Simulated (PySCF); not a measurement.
# C2H7BN2: the cost of one run

Computed with PySCF 2.14.0, with density-fitted response routines of our own, on a single molecule in the gas phase. Atoms are numbered from 0 throughout.

## Step 1: The molecule as given

12 atoms, charge 0, multiplicity 1; geometry from: GFN2-xTB. The atoms were then displaced at random by about 0.01 Å, so the start is not that level's minimum.

Bonds of the start (Å): C0–C1 1.35, C1–B2 1.59, B2–N3 1.37, B2–N4 1.41, C0–H5 1.07, C0–H6 1.06, C1–H7 1.09, N3–H8 1.01, N3–H9 1.04, N4–H10 0.99, N4–H11 0.99.

## Step 2: Relaxing the molecule at PBE0-D3(BJ)/def2-SVP

What the job is given:

```
{"job": {"xc": "PBE0", "basis": "def2-SVP", "d3": "d3bj", "grid": 1, "shake": 0.01, "kind": "geom"}, "charge": 0, "multiplicity": 1}
C      2.038950     0.120830    -0.073320
C      0.841210     0.606300     0.332100
B     -0.582480    -0.021120     0.029000
N     -1.681490     0.735880     0.323510
N     -0.694020    -1.316350    -0.510070
H      2.952790     0.634200     0.152370
H      2.107400    -0.747000    -0.680510
H      0.876180     1.526450     0.922430
H     -1.685310     1.671180     0.715840
H     -2.651420     0.404570     0.164740
H      0.086700    -1.899070    -0.696480
H     -1.568830    -1.744140    -0.688640
```

Launch:

```bash
$ OMP_NUM_THREADS=1 python probes_run.py task.json out
```

The driver reads the jobs from task.json and runs them one after another.

**Question.** How long does this first job take on 1 thread of Arm Neoverse V2, shared host, and how much memory does it need?

About 29 s, with a peak of 0.43 GiB.
